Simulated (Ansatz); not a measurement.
# FH5SSi2: harmonic frequencies at the relaxed geometry from a Python script

At which frequencies does FH5SSi2 vibrate? A script is to give harmonic frequencies at the relaxed geometry; the system is FH5SSi2. SMILES: F[SiH2][SiH2]S.

Program: Ansatz 0.2.0, driven from Python. Level of theory: r2SCAN/cc-pVDZ. These are calculated values, not measurements.

## (1) Starting point

Bond lengths: F1–Si2 1.543 Å, Si2–Si3 2.301 Å, Si3–S4 2.105 Å, Si2–H5 1.506 Å, Si2–H6 1.503 Å, Si3–H7 1.548 Å, Si3–H8 1.446 Å, S4–H9 1.385 Å. Angles: F1–Si2–Si3 108.9°, F1–Si2–H5 108.1°, F1–Si2–H6 109.0°, Si3–Si2–H5 110.8°, Si3–Si2–H6 112.0°, H5–Si2–H6 108.1°, Si2–Si3–S4 112.6°, Si2–Si3–H7 109.6°, Si2–Si3–H8 111.6°, S4–Si3–H7 105.3°, S4–Si3–H8 110.9°, H7–Si3–H8 106.4°, Si3–S4–H9 97.3°.

The script reads fh5ssi2.xyz:

```xyz
9

F    -1.14220    1.42600   -1.22970
Si    0.30490    1.04020   -0.85660
Si    0.26780   -0.93900    0.31700
S    -0.79440   -0.78700    2.12810
H     1.09300    0.89030   -2.13150
H     0.91710    2.15650   -0.05710
H     1.71050   -1.32980    0.72060
H    -0.23970   -2.02690   -0.48950
H    -2.02850   -0.47650    1.58160
```

## (2) The code

The input, freq_fh5ssi2.py:

```python
"""Harmonic frequencies of FH5SSi2 at its relaxed geometry."""

import itertools

import ansatz as az
from ase.data import atomic_numbers, covalent_radii
import numpy as np

fh5ssi2 = az.Crystal.molecule_from_extxyz("fh5ssi2.xyz")

base = fh5ssi2.calculation()
base = base.basis(gaussian="cc-pVDZ")
base = base.functional("r2scan")
symbols = [site.symbol for site in fh5ssi2.cartesian_sites]
start = np.array([site.position_ang for site in fh5ssi2.cartesian_sites], dtype=float)
summary = base.relax(force_tolerance=0.003).run().report
end = np.array(summary["positions_ang"])

# pairs closer than 1.2 times the sum of covalent radii, before or after
radius = [covalent_radii[atomic_numbers[s]] for s in symbols]
span = lambda where, i, j: np.linalg.norm(where[i] - where[j])
bonded = [(i, j) for i, j in itertools.combinations(range(len(symbols)), 2) if min(span(start, i, j), span(end, i, j)) < 1.2 * (radius[i] + radius[j])]
print("pair        before    after (A)")
for i, j in bonded:
    print(f"{symbols[i]}{i}-{symbols[j]}{j}".ljust(10), f"{span(start, i, j):8.4f} {span(end, i, j):8.4f}")
for first, second in list(itertools.combinations(bonded, 2)):
    shared = set(first) & set(second)
    if shared and symbols[(j := shared.pop())] != "H":
        i, k = sorted((set(first) | set(second)) - {j})
        u, v = end[i] - end[j], end[k] - end[j]
        angle = np.degrees(np.arccos(np.clip(u @ v / np.linalg.norm(u) / np.linalg.norm(v), -1, 1)))
        print(f"final angle {symbols[i]}{i}-{symbols[j]}{j}-{symbols[k]}{k}: {angle:.2f} deg")

# same settings at the minimum
minimum = az.Crystal.molecule()
for symbol, place in zip(symbols, end):
    minimum = minimum.atom(symbol, place.tolist())
vibrating = (
    minimum.calculation()
    .basis(gaussian="cc-pVDZ")
    .functional("r2scan")
    .phonons(temperatures=(298.15, 498.15, 100))
)
vib = vibrating.run().report["vibrations"]
sums = vib["harmonic_sums"]
modes = [m["omega_inv_cm"] for m in sums["modes_at_gamma"] if m["rigid_motion"] == "no"]
print("frequencies (1/cm):", " ".join(f"{w:.0f}" for w in modes))
print("imaginary modes:", sum(w < 0 for w in modes), " zero-point energy:", round(sums["zero_point_energy_ev"], 4), "eV")
print("T (K)   F_vib (eV)   S_vib (meV/K)   C_vib (meV/K)")
for row in zip(sums["temperatures_k"], sums["vibrational_free_energy_ev"], vib["entropy_ev_per_k"], vib["heat_capacity_ev_per_k"]):
    print(f"{row[0]:6.1f} {row[1]:11.4f} {1000 * row[2]:13.4f} {1000 * row[3]:15.4f}")
```

## (3) What the engine is handed

The package turns the script's settings into the engine's input (first run):

```yaml
crystal:
  periodic: [false, false, false]
  atoms:
    - { symbol: F, position_ang: [-1.1422, 1.426, -1.2297] }
    - { symbol: Si, position_ang: [0.3049, 1.0402, -0.8566] }
    - { symbol: Si, position_ang: [0.2678, -0.939, 0.317] }
    - { symbol: S, position_ang: [-0.7944, -0.787, 2.1281] }
    - { symbol: H, position_ang: [1.093, 0.8903, -2.1315] }
    - { symbol: H, position_ang: [0.9171, 2.1565, -0.0571] }
    - { symbol: H, position_ang: [1.7105, -1.3298, 0.7206] }
    - { symbol: H, position_ang: [-0.2397, -2.0269, -0.4895] }
    - { symbol: H, position_ang: [-2.0285, -0.4765, 1.5816] }
basis:
  gaussian:
    orbitals: cc-pVDZ
hamiltonian:
  xc: r2scan
relax:
  f_tol: 0.003
```

## (4) The run

On the command line:

```sh
$ python freq_fh5ssi2.py
```

Output:

```text
pair        before    after (A)
F0-Si1       1.5434   1.6664
Si1-Si2      2.3013   2.3487
Si1-H4       1.5063   1.4963
Si1-H5       1.5034   1.4951
Si2-S3       2.1051   2.1695
Si2-H6       1.5482   1.4962
Si2-H7       1.4462   1.5004
S3-H8        1.3849   1.3593
final angle F0-Si1-Si2: 103.40 deg
final angle F0-Si1-H4: 107.17 deg
final angle F0-Si1-H5: 107.53 deg
final angle Si2-Si1-H4: 115.55 deg
final angle Si2-Si1-H5: 112.32 deg
final angle Si1-Si2-S3: 103.65 deg
final angle Si1-Si2-H6: 112.97 deg
final angle Si1-Si2-H7: 111.90 deg
final angle H4-Si1-H5: 110.22 deg
final angle S3-Si2-H6: 106.97 deg
final angle S3-Si2-H7: 112.60 deg
final angle Si2-S3-H8: 92.79 deg
final angle H6-Si2-H7: 108.64 deg
frequencies (1/cm): 59 104 203 250 396 418 506 545 623 709 744 811 835 871 921 934 2178 2202 2211 2221 2666
imaginary modes: 0  zero-point energy: 1.265 eV
T (K)   F_vib (eV)   S_vib (meV/K)   C_vib (meV/K)
 298.1      1.1672        0.7169          0.7839
 398.1      1.0826        0.9711          0.9720
 498.1      0.9737        1.2043          1.1078
```

Wall time 4.2 min (1 thread of Arm Neoverse V2, shared host); peak memory 0.25 GiB.

## (5) What changed from run to run

The engine's inputs for the other runs:

Run 2, against run 1:

```diff
@@ -4,9 +4,9 @@
-    - { symbol: F, position_ang: [-1.1422, 1.426, -1.2297] }
-    - { symbol: Si, position_ang: [0.3049, 1.0402, -0.8566] }
-    - { symbol: Si, position_ang: [0.2678, -0.939, 0.317] }
-    - { symbol: S, position_ang: [-0.7944, -0.787, 2.1281] }
-    - { symbol: H, position_ang: [1.093, 0.8903, -2.1315] }
-    - { symbol: H, position_ang: [0.9171, 2.1565, -0.0571] }
-    - { symbol: H, position_ang: [1.7105, -1.3298, 0.7206] }
-    - { symbol: H, position_ang: [-0.2397, -2.0269, -0.4895] }
-    - { symbol: H, position_ang: [-2.0285, -0.4765, 1.5816] }
+    - { symbol: F, position_ang: [-1.292229765096944, 1.409571842101472, -0.7454129854241992] }
+    - { symbol: Si, position_ang: [0.3200267539084913, 0.9925776951855533, -0.8050829128087698] }
+    - { symbol: Si, position_ang: [0.3945697198471782, -1.0578162754149307, 0.33808851237872933] }
+    - { symbol: S, position_ang: [-1.029382377602236, -0.7952874587167988, 1.9536272946363666] }
+    - { symbol: H, position_ang: [0.7097566023729481, 0.9409491887487034, -2.248826308046372] }
+    - { symbol: H, position_ang: [1.0886539835048017, 2.063980465639106, -0.10027085102779108] }
+    - { symbol: H, position_ang: [1.724797496241499, -1.327131873763067, 0.967889561123013] }
+    - { symbol: H, position_ang: [0.04538378417719322, -2.2104300683023426, -0.5568133859333073] }
+    - { symbol: H, position_ang: [-1.8730761973529317, -0.06261351547769604, 1.1797010751023302] }
@@ -18,2 +18,5 @@
-relax:
-  f_tol: 0.003
+phonons:
+  temperatures:
+    t_min: 298.15
+    t_max: 498.15
+    t_step: 100.0
```

Lines on the test bed's own set-up are left out of the output.

## (6) What each run gave

From the records of these 2 runs:

| run | kind of run | energy from run 2 (eV) | SCF cycles in all | CPU time (s) |
| --- | --- | --- | --- | --- |
| 1 | relaxation | 0.0000 | 108 | 87 |
| 2 | phonons | 0.0000 | 339 | 170 |

## (7) How the relaxation of run 1 went

Relaxation path:

```
step  energy from step 1 (eV)  largest force component (eV/Å)
   1                   0.0000                          4.5441
   2                  -0.2686                          2.4153
   3                  -0.3463                          0.4799
   4                  -0.3656                          0.2133
   5                  -0.3728                          0.1054
   6                  -0.3754                          0.0608
   7                  -0.3829                          0.2779
   8                  -0.3866                          0.1480
   9                  -0.3898                          0.2094
  10                  -0.3923                          0.0536
  11                  -0.3928                          0.0283
  12                  -0.3931                          0.0147
  13                  -0.3932                          0.0068
  14                  -0.3932                          0.0019
  15                  -0.3932                          0.0028
```

Step 1 is the start.

Before: Bond lengths: F1–Si2 1.543 Å, Si2–Si3 2.301 Å, Si3–S4 2.105 Å, Si2–H5 1.506 Å, Si2–H6 1.503 Å, Si3–H7 1.548 Å, Si3–H8 1.446 Å, S4–H9 1.385 Å. Angles: F1–Si2–Si3 108.9°, F1–Si2–H5 108.1°, F1–Si2–H6 109.0°, Si3–Si2–H5 110.8°, Si3–Si2–H6 112.0°, H5–Si2–H6 108.1°, Si2–Si3–S4 112.6°, Si2–Si3–H7 109.6°, Si2–Si3–H8 111.6°, S4–Si3–H7 105.3°, S4–Si3–H8 110.9°, H7–Si3–H8 106.4°, Si3–S4–H9 97.3°.

After: Bond lengths: F1–Si2 1.666 Å, Si2–Si3 2.349 Å, Si3–S4 2.169 Å, Si2–H5 1.496 Å, Si2–H6 1.495 Å, Si3–H7 1.496 Å, Si3–H8 1.500 Å, S4–H9 1.359 Å. Angles: F1–Si2–Si3 103.4°, F1–Si2–H5 107.2°, F1–Si2–H6 107.5°, Si3–Si2–H5 115.5°, Si3–Si2–H6 112.3°, H5–Si2–H6 110.2°, Si2–Si3–S4 103.6°, Si2–Si3–H7 113.0°, Si2–Si3–H8 111.9°, S4–Si3–H7 107.0°, S4–Si3–H8 112.6°, H7–Si3–H8 108.6°, Si3–S4–H9 92.8°.

## (8) Vibrations

Frequencies (cm⁻¹; negative: imaginary): 59, 104, 203, 250, 396, 418, 506, 545, 623, 709, 744, 811, 835, 871, 921, 934, 2178, 2202, 2211, 2221, 2666.

## (9) What came out

| quantity | value |
| --- | --- |
| runs compared | 2 |
| moves of the relaxation of run 1 | 14 |
| energy gained in run 1 | 0.393 eV |
| last largest force component of run 1 | 0.0028 eV/Å |
| highest frequency | 2666 cm⁻¹ |
| imaginary modes | 0 |
| zero-point energy | 1.265 eV |

Run 1: After 14 moves the largest shift is 0.597 Å, of atom 9 (H). All frequencies are real, so the geometry is a minimum. The values are harmonic; measured fundamentals also hold anharmonic shifts, mostly downward for stretches. The frequencies are harmonic and unscaled, in a modest basis. The result belongs to the one conformer reached from this start, and soft torsions count as harmonic oscillators.
